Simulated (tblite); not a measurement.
# BFGeH4O4: the cost of one run

Computed with tblite 0.8.0 and PySCF 2.14.0; each step states its level. No surroundings beyond the atoms listed, unless a continuum is named. Atoms count from 0, parts from 1.

### Step 1. The system as given

11 atoms, charge 0, multiplicity 1; geometry: distance geometry start.

### Step 2. Relaxing the cluster with GFN2-xTB

What the job is given:

```
{"job": {"kind": "relax", "xc": "GFN2-xTB", "basis": "xTB"}, "charge": 0, "multiplicity": 1}
Ge    -1.288218     0.310736    -0.066743
O     -1.829043    -1.265756     0.548963
F     -2.650170     1.281134    -0.626660
O     -0.103128     0.037876    -1.364776
B      1.267767     0.182108    -0.807202
O      1.663856     1.459733    -0.206229
O      2.169735    -0.968558    -0.684975
H     -0.566923     1.150803     1.021007
H     -2.247831    -1.840077    -0.139303
H      1.781253     1.392783     0.774421
H      1.790068    -1.709963    -0.150437
```

Level: GFN2-xTB geometry optimisation, gas phase.

The run is started by

```sh
$ OMP_NUM_THREADS=1 python cluster_run.py task.json out
```

This one command runs all jobs of the session in turn.

Q: Estimate the wall time of this first job on 1 thread of Arm Neoverse V2, shared host.

About 1.7 s.
